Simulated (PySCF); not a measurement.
**CHBr (SMILES [CH]Br): levels of theory compared**

We compute a comparison of 6 runs (UB2PLYP/STO-3G, UB3LYP/STO-3G, UPBE/STO-3G, UMP2/STO-3G, UCCSDT/STO-3G, UCCSD(T)/STO-3G) of CHBr. 

The results are computed with PySCF 2.14.0.

5 further runs of the same task are left out: 5 set aside as unsound or not needed.

### Step 1. The molecule

CHBr: 3 atoms, total charge 0, spin state triplet. As SMILES, `[CH]Br`. The C1–H3 distance was set to 1.602 Å, away from the relaxed value. At this shape a bond of the SMILES string is far longer than usual.

Bond lengths: C1–Br2 1.787 Å. A long bond or contact: C1–H3 1.602 Å.

### Step 2. The energy at UB2PLYP/STO-3G (run 1)

File run.py:

```python
from pyscf import gto, dft, mp

mol = gto.M(
    atom='''
C      0.136049    -1.348261    -0.061664
Br     3.039311    -0.819591     1.581434
H     -1.850798     0.761408    -0.936529
''',
    max_memory=1860,
    unit='bohr',
    verbose=4,
    basis='sto-3g',
    spin=2,
)

mf = dft.UKS(mol)
mf.xc = '0.53*HF + 0.47*B88, 0.73*LYP'
mf.grids.level = 5
mf.conv_tol = 1e-10
mf.kernel()
if not mf.converged:
    mf = mf.newton().run(mf.mo_coeff, mf.mo_occ)

pt = mp.MP2(mf, frozen=10).run()
e_final = mf.e_tot + 0.27 * pt.e_corr
print('PT2 part  %.8f' % (0.27 * pt.e_corr))
print(f'total energy: {e_final:.8f} hartree')
```

Launch:

```console
$ OMP_NUM_THREADS=1 python run.py
```

Log:

```text
PySCF version 2.14.0

[... 54 lines left out ...]
WARN: HOMO -0.144619359080301 >= LUMO -0.245539290102145
[... 50 lines left out ...]
converged SCF energy = -2583.58907816669  <S^2> = 2.0099137  2S+1 = 3.0066019
[... 1 line left out ...]
******** <class 'pyscf.mp.ump2.UMP2'> ********
nocc = (np.int64(12), np.int64(10)), nmo = (14, 14)
frozen orbitals 10
E(UMP2) = -2583.65731469672  E_corr = -0.0682365300290445
E(SCS-UMP2) = -2583.6626091075  E_corr = -0.0735309408060454
E_corr(same-spin) = -0.00963795603324009
E_corr(oppo-spin) = -0.0585985739958045
PT2 part  -0.01842386
total energy: -2583.60750203 hartree
```

It took 4.8 s on 1 thread of Intel Xeon Platinum 8375C at 2.90GHz (Ice Lake), shared host; peak memory 0.21 GiB.

### Step 3. The energy at UB3LYP/STO-3G (run 2)

File calc.py:

```python
from pyscf import gto, dft

molecule = gto.Mole()
molecule.atom = 'C 0.071994 -0.713469 -0.032631; Br 1.608334 -0.433709 0.836859; H -0.979400 0.402920 -0.495590'
molecule.spin = 2
molecule.max_memory = 1860
molecule.verbose = 4
molecule.basis = 'sto-3g'
molecule.build()

myscf = dft.UKS(molecule, xc='b3lyp')
myscf.grids.level = 5
myscf.conv_tol = 1e-10
myscf.kernel()
if not myscf.converged:
    myscf = myscf.newton().run(myscf.mo_coeff, myscf.mo_occ)

e_final = myscf.e_tot
print('Final energy', e_final)
```

Launch:

```console
$ OMP_NUM_THREADS=1 python calc.py
```

Log:

```text
PySCF version 2.14.0

[... 52 lines left out ...]
WARN: HOMO -0.192548607496007 >= LUMO -0.268849476158614
[... 46 lines left out ...]
converged SCF energy = -2583.98517483075  <S^2> = 2.0049459  2S+1 = 3.0032955
Final energy -2583.98517483075
```

Wall time 4.8 s (1 thread of Intel Xeon Platinum 8375C at 2.90GHz (Ice Lake), shared host); peak memory 0.21 GiB.

Runs 3 to 5 aren't shown in full; the table further down has their settings and results.

### Step 4. A single-point energy at UCCSD(T)/STO-3G (run 6)

File start.xyz:

```xyz
3

C      0.071994    -0.713469    -0.032631
Br     1.608334    -0.433709     0.836859
H     -0.979400     0.402920    -0.495590
```

File calc.py:

```python
from pyscf import gto, scf, cc

mol = gto.Mole()
mol.atom = 'start.xyz'
mol.max_memory = 1860
mol.verbose = 3
mol.spin = 2
mol.basis = 'sto-3g'
mol.build()

hf = scf.UHF(mol)
hf.conv_tol = 1e-10
hf.kernel()
if not hf.converged:
    hf = hf.newton().run(hf.mo_coeff, hf.mo_occ)

mycc = cc.CCSD(hf, frozen=10)
mycc.kernel()
e_t = mycc.ccsd_t()
etot = mycc.e_tot + e_t
print(f'total energy: {etot:.8f} hartree')
```

Launch:

```console
$ OMP_NUM_THREADS=1 python calc.py
```

Log:

```text
WARN: HOMO -0.0728772689707972 >= LUMO -0.210876859678362

SCF not converged.
SCF energy = -2582.42880001842 after 50 cycles  <S^2> = 2.0103884  2S+1 = 3.0069176
converged SCF energy = -2582.43093517056  <S^2> = 2.1823592  2S+1 = 3.1192045
E(UCCSD) = -2582.505587306871  E_corr = -0.07465213631375185
UCCSD(T) correction = -0.00131399102040507
total energy: -2582.50690130 hartree
```

Run time: 1.1 s. Hardware: 1 thread of Intel Xeon Platinum 8375C at 2.90GHz (Ice Lake), shared host; peak memory 0.12 GiB.

### Step 5. The series

```csv
run,level,frozen core orbitals,integration grid,energy (Eh),dipole moment (D) of the reference,HOMO energy (eV),LUMO energy (eV),wall time
1,UB2PLYP/STO-3G,10,5,-2583.607502,0.34,-4.99,2.32,4.8 s
2,UB3LYP/STO-3G,–,5,-2583.985175,0.39,-3.01,0.07,4.8 s
3,UPBE/STO-3G,–,5,-2583.509227,0.46,-1.53,-0.69,4.8 s
4,UMP2/STO-3G,10,–,-2582.470141,0.85,-7.59,5.76,0.85 s
5,UCCSDT/STO-3G,10,–,-2582.507677,0.85,-7.59,5.76,2.8 s
6,UCCSD(T)/STO-3G,10,–,-2582.506901,0.85,-7.59,5.76,1.1 s
```

### Step 6. Outcome

| quantity | value |
| --- | --- |
| run 6: total energy | -2582.50690 Eh |
| run 6: dipole moment (Hartree–Fock density) | 0.85 D |
| run 6: HOMO energy (Hartree–Fock orbitals) (highest over α and β) | -7.59 eV |
| run 6: LUMO energy (Hartree–Fock orbitals) (lowest over α and β) | 5.76 eV |
| run 6: correlation energy (10 core orbitals frozen) | -76.0 mEh |
| run 6: (T) correction | -1.31 mEh |
| run 6: ⟨S²⟩ of the reference determinant | 2.182 |
| run 6: T1 diagnostic | 0.036 |

Over runs 1, 2, 3 the dipole moment (its size) runs from 0.34 D (UB2PLYP/STO-3G) to 0.46 D (UPBE/STO-3G). A double hybrid's value is that of its SCF part. Totals of different functionals can't be ranked against each other. In runs 1, 2, 3, 4, 5, 6 the basis is minimal, so the values are rough. Spin contamination of the reference: run 4 ⟨S²⟩ = 2.18, run 5 ⟨S²⟩ = 2.18, run 6 ⟨S²⟩ = 2.18. All runs together took 19 s, the longest 4.8 s.
